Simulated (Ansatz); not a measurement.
# GeH6NSi radical: small, medium and large basis sets

An exercise on one series of results from a longer session: the logs are not shown, and one member is left open.

Program: Ansatz 0.2.0, Gaussian basis. Level of theory: one geometry, several basis sets. These are calculated values, not measurements.

The runs, in order: PBE0-D4/def2-SVP; ωB97M-V/def2-SVP; PBE0-D4/def2-QZVPP; ωB97M-V/def2-QZVPP; the functionals' def2-TZVPP values are taken from earlier runs.

## The geometry

All runs share one geometry, relaxed beforehand with PBE0-D4 in a triple-zeta def2 set.

SMILES `[SiH3][N][GeH3]`, 9 atoms, charge 0, spin multiplicity 2.

Atoms are counted from 1 here; the program's logs count them from 0.

Bond lengths: Si1–N2 1.731 Å, Si1–H4 1.492 Å, Si1–H5 1.486 Å, Si1–H6 1.491 Å, N2–Ge3 1.846 Å, Ge3–H7 1.538 Å, Ge3–H8 1.543 Å, Ge3–H9 1.536 Å. Angles: N2–Si1–H4 115.3°, N2–Si1–H5 109.2°, N2–Si1–H6 105.4°, H4–Si1–H5 108.9°, H4–Si1–H6 108.5°, H5–Si1–H6 109.5°, Si1–N2–Ge3 127.0°, N2–Ge3–H7 105.4°, N2–Ge3–H8 113.4°, N2–Ge3–H9 107.0°, H7–Ge3–H8 110.0°, H7–Ge3–H9 110.4°, H8–Ge3–H9 110.4°.

Geometry (Å):

```xyz
9
GeH6NSi
Si   -0.6802    1.0669   -0.9553
N     0.5303    0.6215    0.1995
Ge    0.7683   -1.0364    0.9762
H    -1.3183   -0.0704   -1.6810
H    -0.0869    1.9984   -1.9494
H    -1.7312    1.7788   -0.1724
H     2.0998   -1.5634    0.4161
H    -0.3683   -2.0297    0.6579
H     0.8750   -0.8119    2.4914
```

The first run:

File in.yaml:

```yaml
crystal:
  periodic: [false, false, false]
  atoms:
    - {symbol: Si, position_ang: [-0.680208, 1.066915, -0.955276]}
    - {symbol: N, position_ang: [0.530320, 0.621469, 0.199470]}
    - {symbol: Ge, position_ang: [0.768251, -1.036351, 0.976156]}
    - {symbol: H, position_ang: [-1.318309, -0.070398, -1.681049]}
    - {symbol: H, position_ang: [-0.086888, 1.998435, -1.949356]}
    - {symbol: H, position_ang: [-1.731158, 1.778781, -0.172441]}
    - {symbol: H, position_ang: [2.099761, -1.563421, 0.416098]}
    - {symbol: H, position_ang: [-0.368312, -2.029681, 0.657866]}
    - {symbol: H, position_ang: [0.875042, -0.811948, 2.491430]}
basis:
  gaussian: {orbitals: def2-SVP}
magnetization: {spin_polarized: true, initial_magnetization: 1}
hamiltonian: {xc: pbe0, dispersion: d4}
output: {orbitals: {seedname: orbitals}}
```

Launch:

```bash
> ansatz run in.yaml --threads 4 --pin off --events-out ev --progress --plain --max-ram 10444MiB
```

Steps of the session up to this table: PBE0-D4 in def2-SVP; ωB97M-V in def2-SVP; PBE0-D4 in def2-QZVPP; ωB97M-V in def2-QZVPP.

One of the session's tables, all rows but one given; the rest of the session is left out.

It belongs to the step «Density functionals: the series». 

```
functional       basis  HOMO (eV)  LUMO (eV)
   PBE0-D4    def2-SVP      -7.41      -3.53
   PBE0-D4  def2-TZVPP      -7.56      -3.65
   PBE0-D4  def2-QZVPP      -7.58      -3.67
   ωB97M-V    def2-SVP          ?          ?
   ωB97M-V  def2-TZVPP      -9.84      -1.65
   ωB97M-V  def2-QZVPP      -9.85      -1.67
```

Q: Estimate the row for ωB97M-V, def2-SVP from the others.

The run gave: HOMO (eV): -9.65; LUMO (eV): -1.44. In the column «HOMO (eV)» it lies between ωB97M-V, def2-TZVPP (-9.84) and PBE0-D4, def2-QZVPP (-7.58).
